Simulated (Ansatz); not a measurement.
The system is CsLiCr2Te2S3.

```
Cs Li Cr Te S
1.0
     7.05684    0.00000    0.00788
     0.00000    3.98060    0.00000
    -2.68302    0.00000    8.67869
Cs Li Cr Te S
1 1 2 2 3
Direct
  0.07739 0.00000 0.37706
  0.86424 0.50000 0.78883
  0.12646 0.00000 0.94616
  0.59290 0.50000 0.97165
  0.50838 0.00000 0.15270
  0.55612 0.00000 0.74893
  0.87426 0.00000 0.68502
  0.25176 0.50000 0.84402
  0.96294 0.50000 0.05357
```

The cell was built by a generator and needn't be a form met in nature.

Base run:

| Property | Result |
| --- | --- |
| Program | Ansatz 0.2.0 |
| Functional | PBE |
| Potentials or basis | Ansatz PAW |
| Cutoff | 420 eV (not typed: the program's choice for these potentials) |
| k mesh | 4 × 7 × 3 |
| Occupations | fermi-dirac, width 0.05 eV |
| Spin | collinear spin, ferromagnetic start |
| Starting moments | [0.0, 0.0, 3.0, 3.0, 0.0, 0.0, 0.0, 0.0, 0.0] μB |

Its results: band gap on the k mesh 0.48 eV, indirect (least direct gap 0.77 eV); pressure 0.0 GPa; net moment 6.00 μB per cell; site moments Cs +0.00; Li +0.00; Cr +2.89, +2.69; Te -0.13, -0.04; S -0.03, -0.10, -0.05 μB; largest force 0.009 eV/Å.

After a change of settings the same cell gave: band gap on the k mesh 0.49 eV, indirect (least direct gap 0.79 eV); pressure 1.4 GPa; net moment 6.00 μB per cell; site moments Cs +0.00; Li +0.00; Cr +2.92, +2.71; Te -0.14, -0.04; S -0.03, -0.11, -0.06 μB; largest force 0.122 eV/Å. Which change was it?
A. functional from PBE to PBEsol
B. potentials or basis from Ansatz PAW to PseudoDojo standard (PBE files); cutoff from 420 eV (not typed: the program's choice for these potentials) to 1279 eV
C. functional from PBE to revPBE

C.

revPBE binds less tightly than PBE, so the same cell stands under more pressure.

Caveats: spin-orbit coupling is left out, which moves the levels of the heavy elements; only a ferromagnetic start was run, and an antiferromagnetic order may lie lower in energy; odd divisions of the mesh miss points on the zone boundary, where band edges often lie, so the gap on the mesh can be too wide (some runs); the PAW data sets come from PBE, with cores solved anew for the run's functional, which leaves a small shift of forces and pressure (some runs).
